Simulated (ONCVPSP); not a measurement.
# Ga: generating and testing an ONCV potential

Task: generate the file, and judge it by its errors in other configurations, its logarithmic derivatives, its ghosts and its cutoff.

The numbers are computed with ONCVPSP 4.0.1.1 (patched build) (PBE, scalar-relativistic, spin-unpolarised reference atom).

## Step 1: The design

The settings as typed:

* element: gallium (Ga, Z = 31)
* type: optimised norm-conserving Vanderbilt (ONCV)
* frozen core: [Ne]
* valence charge: 21
* reference configuration: 3s2 3p6 3d10 4s2 4p1
* partial waves: 3s+4s: rc 1.20 bohr, ncon 4, nbas 7, qcut 12.8 1/bohr, 3 projectors, debl 0.6 Ha; 3p+4p: rc 1.10 bohr, ncon 4, nbas 7, qcut 11.1 1/bohr, 2 projectors; 3d: rc 0.95 bohr, ncon 4, nbas 9, qcut 20.2 1/bohr, 2 projectors, debl 3.8 Ha
* local potential: polynomial inside 0.85 bohr (lpopt 3, dvloc0 3 Ha)
* core correction: Teter function, fcfact 4.25, rcfact 1.4

## Step 2: Generation

File Ga.dat:

```
# ATOM AND REFERENCE CONFIGURATION
# atsym  z   nc   nv     iexc    psfile
  Ga 31.00    3    5        4      upf
#
#   n    l    f
    1    0    2.00
    2    0    2.00
    2    1    6.00
    3    0    2.00
    3    1    6.00
    3    2   10.00
    4    0    2.00
    4    1    1.00
#
# PSEUDOPOTENTIAL AND OPTIMIZATION
# lmax
    2
#
#   l,   rc,      ep,       ncon, nbas, qcut
    0    1.20    0.00    4    7   12.80
    1    1.10    0.00    4    7   11.10
    2    0.95    0.00    4    9   20.20
#
# LOCAL POTENTIAL
# lloc, lpopt,  rc(5),   dvloc0
    4    3    0.85    3.00
#
# VANDERBILT-KLEINMAN-BYLANDER PROJECTORs
# l, nproj, debl
    0    3    0.60
    1    2    3.70
    2    2    3.80
#
# MODEL CORE CHARGE
# icmod, fcfact, rcfact
    3    4.25    1.40
#
# LOG DERIVATIVE ANALYSIS
# epsh1, epsh2, depsh
   -7.00    5.00    0.04
#
# OUTPUT GRID
# rlmax, drl
    6.00    0.01
#
# TEST CONFIGURATIONS
# ncnf
    4
# nvcnf
#   n    l    f
    5
    3    0    2.00
    3    1    6.00
    3    2   10.00
    4    0    2.00
    4    1    0.00
#
    5
    3    0    2.00
    3    1    6.00
    3    2   10.00
    4    0    1.00
    4    1    0.00
#
    5
    3    0    2.00
    3    1    6.00
    3    2   10.00
    4    0    0.00
    4    1    0.00
#
    5
    3    0    1.00
    3    1    6.00
    3    2   10.00
    4    0    2.00
    4    1    1.00
#
```

The run is started by

```console
oncvpsp.x < Ga.dat > Ga.out
```

Q: Predict the outcome of this session. Wanted: cutoffs for 1 and 0.1 mHa per electron, occupied waves; bound ghosts; GHOST(+) flags; largest test error; largest phase difference near zero energy, channels read; rms error of d²Exc/dn², without and with the model core.

As calculated:

| quantity | value |
| --- | --- |
| cutoffs for 1 and 0.1 mHa per electron, occupied waves | 134 Ha and 153 Ha |
| bound ghosts | none found |
| GHOST(+) flags | none at low energy |
| largest test error (AE − PS) | -196 meV, for 3s1 3p6 3d10 4s2 4p1 (1 test unsolved) |
| largest phase difference near zero energy, channels read | 0.000 rad |
| rms error of d²Exc/dn², without and with the model core | 1.96 and 1.44 mHa |

In words: The worst unpolarised test, 3s1 3p6 3d10 4s2 4p1, is off by 196 meV on 157.7 eV; by total energies transferability rates as fair for so large an energy. That test lies far up in energy; among those under 40 eV, nearer to bonding, the largest error is 1.8 meV. Of the tests 1 gave no usable energy difference, which is a warning in itself. The potential is very hard: the looser tolerance needs 134 Ha. At the looser tolerance the 3d wave is the slowest; 3p needs 50 Ha. The program's ghost test flags no bound state. Near zero energy the phases of the channels with partial waves agree within 0.001 rad. All of this concerns the isolated atom, not yet a solid.
